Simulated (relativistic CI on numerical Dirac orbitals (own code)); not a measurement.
**Co³⁺: 1s photoemission with charge transfer**

Wanted: the shape of the 1s photoemission spectrum of Co³⁺ in a cubic metal-ligand cluster, for 5 values of tenDq.

Method: charge-transfer multiplet model of a cubic metal-ligand cluster with up to 2 ligand holes, Slater and spin-orbit integrals from Dirac-Coulomb-Breit ions, Slater integrals scaled by 0.8. Code: relativistic CI on numerical Dirac orbitals (own code) version 3.

### 1 Starting point

- ion: Co³⁺ (Co IV)
- nuclear charge: 27
- electrons: 24
- d electrons: 6
- ligand holes at most: 2
- parameters: in eV; Veg, Vt2g hoppings, tenDq and tenDqL metal and ligand splittings (negative tenDq: tetrahedral), red the scaling of hopping with a core hole
- temperature: 300 K
- widths: Lorentz 1.1 eV, Gauss 0.6 eV

### 2 tenDq = 1.25 eV

Input settings:

```ini
cluster ion=Co3+ d6 ligand_holes=2 slater_scale=0.8
Delta=1.4 Udd=7.1 Upd=8.5 tenDq=1.25 tenDqL=0.4 Veg=2.8 Vt2g=-1.2 red=0.9
spectrum xps 1s T=300 lorentz=1.1 gauss=0.6
```

Run with:

```bash
$ python run_levels.py task.json out
```

The settings of every run stand in task.json; they run in order.

### 3 tenDq = 0.35 eV

Input settings:

```ini
cluster ion=Co3+ d6 ligand_holes=2 slater_scale=0.8
Delta=1.4 Udd=7.1 Upd=8.5 tenDq=0.35 tenDqL=0.4 Veg=2.8 Vt2g=-1.2 red=0.9
spectrum xps 1s T=300 lorentz=1.1 gauss=0.6
```

### 4 tenDq = 0.95 eV

Input settings:

```ini
cluster ion=Co3+ d6 ligand_holes=2 slater_scale=0.8
Delta=1.4 Udd=7.1 Upd=8.5 tenDq=0.95 tenDqL=0.4 Veg=2.8 Vt2g=-1.2 red=0.9
spectrum xps 1s T=300 lorentz=1.1 gauss=0.6
```

### 5 tenDq = 1.55 eV

Input settings:

```ini
cluster ion=Co3+ d6 ligand_holes=2 slater_scale=0.8
Delta=1.4 Udd=7.1 Upd=8.5 tenDq=1.55 tenDqL=0.4 Veg=2.8 Vt2g=-1.2 red=0.9
spectrum xps 1s T=300 lorentz=1.1 gauss=0.6
```

### 6 tenDq = 2.15 eV

Input settings:

```ini
cluster ion=Co3+ d6 ligand_holes=2 slater_scale=0.8
Delta=1.4 Udd=7.1 Upd=8.5 tenDq=2.15 tenDqL=0.4 Veg=2.8 Vt2g=-1.2 red=0.9
spectrum xps 1s T=300 lorentz=1.1 gauss=0.6
```

(Steps that only read results are left out.)

**Question.** What will these runs give? Wanted: d count; ground spin.

The runs gave:

| run | d count | weight without ligand hole | ground S | up to four highest peaks (% of the highest), eV from the first main peak |
| --- | --- | --- | --- | --- |
| tenDq = 1.25 eV | 6.67 | 0.41 | 0.04 | 0.0 (100), 11.0 (20) |
| tenDq = 0.35 eV | 6.45 | 0.58 | 1.99 | 0.0 (100), 7.5 (27), 13.0 (11) |
| tenDq = 0.95 eV | 6.68 | 0.40 | 0.08 | 0.0 (100), 10.9 (19) |
| tenDq = 1.55 eV | 6.66 | 0.42 | 0.03 | 0.0 (100), 11.0 (20) |
| tenDq = 2.15 eV | 6.63 | 0.44 | 0.01 | 0.0 (100), 11.1 (20) |

| quantity | value |
| --- | --- |
| d count | 6.45 to 6.68 |
| ground spin (effective S from ⟨S²⟩) | 0.01 to 1.99 |

In words: From tenDq = 0.35 eV to tenDq = 2.15 eV the ground-state d count goes from 6.45 to 6.63. In the first run the ligand-hole configurations outweigh d6 itself: the bond is strongly covalent. The ground spin changes between the runs (1.99 to 0.01), and the line shape with it. The cluster parameters are drawn, not fitted to a compound.
